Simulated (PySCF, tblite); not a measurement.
# C5H10N2: geometry, infrared bands and NMR shifts

Wanted: the infrared bands and NMR shifts of C5H10N2 (`C=CN(CC)N=C`), by calculation.

Computed with tblite 0.8.0 and PySCF 2.14.0, with density-fitted response routines of our own, on a single molecule in the gas phase. Atoms count from 0, in the outputs and in this text.

## 1. The molecule as given

17 atoms, charge 0, multiplicity 1; geometry from: force field or distance geometry start.

Bonds of the start (Å): C0–C1 1.32, C1–N2 1.44, N2–C3 1.42, C3–C4 1.51, N2–N5 1.43, N5–C6 1.29, C0–H7 1.11, C0–H8 1.09, C1–H9 1.09, C3–H10 1.13, C3–H11 1.14, C4–H12 1.13, C4–H13 1.11, C4–H14 1.11, C6–H15 1.07, C6–H16 1.09.

## 2. Geometry optimisation with GFN2-xTB

What the job is given:

```
{"job": {"kind": "relax", "xc": "GFN2-xTB", "basis": "xTB"}, "charge": 0, "multiplicity": 1}
C     -1.460800     1.561400     1.093100
C     -0.278400     1.171800     0.659700
N     -0.092500    -0.013800    -0.127400
C      1.082400    -0.817900    -0.100700
C      2.220700    -0.014400    -0.684800
N     -1.152800    -0.387400    -1.007000
C     -2.011800    -1.234500    -0.561900
H     -1.495200     2.482200     1.704800
H     -2.374300     1.011500     0.856400
H      0.580700     1.765700     0.954300
H      0.902000    -1.769400    -0.678600
H      1.323200    -1.118000     0.968400
H      2.692700     0.489900     0.209600
H      2.957000    -0.651200    -1.220600
H      1.829900     0.733800    -1.405600
H     -2.851500    -1.592800    -1.125100
H     -1.878300    -1.605000     0.455500
```

On the command line:

```sh
> OMP_NUM_THREADS=1 python probes_run.py task.json out
```

This one command runs all jobs of the session in turn.

**Question.** This job is followed by: GFN2-xTB harmonic vibrations, gas phase; GIAO PBE0/pcSseg-1 NMR shielding, non-relativistic, gas phase. What will the session give for the following? strongest single infrared mode (GFN2-xTB); zero-point energy (GFN2-xTB); 13C shifts against TMS (PBE0/pcSseg-1); 1H shifts against TMS (PBE0/pcSseg-1, means over atoms taken as alike); 15N shifts against NH3 (PBE0/pcSseg-1); surface potential, 1st and 99th percentile.

As calculated:

```
                                                              quantity                                         value
                             strongest single infrared mode (GFN2-xTB)                         1700 cm⁻¹, 157 km/mol
                                          zero-point energy (GFN2-xTB)                                 89.8 kcal/mol
                                13C shifts against TMS (PBE0/pcSseg-1)            142.9, 115.4, 94.0, 44.6, 11.9 ppm
1H shifts against TMS (PBE0/pcSseg-1, means over atoms taken as alike)  6.33, 6.18, 6.11, 5.28, 4.34, 3.38, 1.03 ppm
                                15N shifts against NH3 (PBE0/pcSseg-1)                              378.3, 173.1 ppm
                                 surface potential, 1st and 99th percentile                            -1.33 V and 1.07 V
```

What this shows: Relaxing lowered the energy by 1.263 eV in 163 steps; the close pair that moved most is N2–N5, from 1.427 to 1.326 Å. No mode is imaginary among the 45: a minimum at this level. The strongest single mode, at 1700 cm⁻¹, moves mainly N5, C6 and C1. GFN2-xTB is a fitted tight-binding method: band positions and strengths are rough. Its intensities can rank the bands wrongly. The most deshielded carbon is C1 (alkene carbon bearing nitrogen), at 142.9 ppm: an sp2 carbon further deshielded by the attached heteroatom. At PBE0/pcSseg-1: The largest span, 663 ppm, is at N5, where the paramagnetic term is -433 ppm.
